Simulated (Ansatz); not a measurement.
Relaxation of a periodic cell of 39 atoms, Al$_{16}$NO$_{22}$ (host Al2O3, host structure R-3c, dopant N, one O atom removed), cell charge +1, to a largest force component of 0.03 eV/Å in at most 60 steps.

These are results of DFT PBE-D3(BJ), scalar-relativistic, plane waves, PAW in Ansatz, not measurements. Settings: PAW set soft_1, cutoff 420 eV, k mesh 2x2x2, gaussian smearing 0.05 eV, no spin polarisation.

```xyz
39
Lattice="-4.8050 -2.7742 4.3721 4.8050 -2.7742 4.3721 0.0000 5.5484 4.3721" Properties=species:S:1:pos:R:3
Al 0.000 0.000 1.940
Al 0.000 0.000 4.618
Al 0.000 0.000 8.498
Al 0.000 0.000 11.176
O 0.931 1.387 7.651
O -0.736 1.500 5.465
O 0.736 -1.500 7.651
O -1.667 0.113 7.651
O 1.667 -0.113 5.465
O -0.931 -1.387 5.465
Al 0.000 -2.774 6.312
Al 0.000 -2.774 8.990
Al 0.000 2.774 4.126
Al 0.000 2.774 6.804
O -3.874 1.387 7.651
N 1.471 0.000 9.837
O 0.736 1.274 3.279
O 3.138 0.113 7.651
O -3.138 -0.113 5.465
O 3.874 -1.387 5.465
Al -2.403 1.387 6.312
Al -2.403 1.387 8.990
Al 2.403 -1.387 4.126
Al 2.403 -1.387 6.804
O -1.471 -2.774 7.651
O -3.138 -2.661 5.465
O 3.138 2.661 7.651
O 0.736 -1.274 3.279
O -0.736 1.274 9.837
O 1.471 2.774 5.465
Al 2.403 1.387 6.312
Al 2.403 1.387 8.990
Al -2.403 -1.387 4.126
Al -2.403 -1.387 6.804
O -1.471 0.000 3.279
O 1.667 -2.661 5.465
O -1.667 2.661 7.651
O 0.736 -4.048 7.651
O -0.736 4.048 5.465
```

Task: Where does it end, and by what steps?

Result: The run converged. Limits of this set-up: charged cell in a uniform background, uncorrected. After 7 steps the energy has fallen by 2.155 eV; Al31 moved furthest, 0.25 Å.

```csv
step,energy less start (eV),largest force component (eV/Å),accepted
0,0.0000,3.135,yes
1,-1.3749,1.882,yes
2,-1.9099,1.588,yes
3,-2.0856,0.405,yes
4,-2.1518,0.096,yes
5,-2.1550,0.056,yes
6,-2.1554,0.035,yes
7,-2.1554,0.012,yes
```

```xyz
39
Lattice="-4.8050 -2.7742 4.3721 4.8050 -2.7742 4.3721 0.0000 5.5484 4.3721" Properties=species:S:1:pos:R:3
Al 0.017 0.017 1.947
Al 0.018 0.028 4.609
Al 0.060 0.089 8.411
Al 0.106 0.078 11.250
O 0.883 1.489 7.668
O -0.746 1.504 5.466
O 0.704 -1.517 7.622
O -1.644 0.056 7.723
O 1.684 -0.077 5.487
O -0.919 -1.370 5.456
Al 0.000 -2.755 6.235
Al 0.126 -2.921 8.860
Al -0.015 2.769 4.123
Al -0.064 2.831 6.790
O -3.895 1.357 7.680
N 1.300 -0.122 9.810
O 0.736 1.278 3.285
O 3.133 0.148 7.595
O -3.137 -0.152 5.481
O 3.905 -1.365 5.435
Al -2.447 1.382 6.277
Al -2.418 1.371 8.999
Al 2.416 -1.410 4.098
Al 2.411 -1.389 6.796
O -1.434 -2.755 7.717
O -3.125 -2.667 5.480
O 3.191 2.639 7.558
O 0.744 -1.260 3.281
O -0.787 1.280 9.856
O 1.464 2.761 5.473
Al 2.204 1.408 6.457
Al 2.355 1.308 9.112
Al -2.322 -1.406 4.147
Al -2.400 -1.397 6.832
O -1.460 0.012 3.271
O 1.693 -2.641 5.439
O -1.682 2.644 7.653
O 0.832 -4.027 7.633
O -0.753 4.056 5.476
```

Time of the run: 54 s on 2 threads of Intel(R) Xeon(R) Platinum 8488C (Sapphire Rapids), with other jobs on the host, peak memory 0.95 GiB.
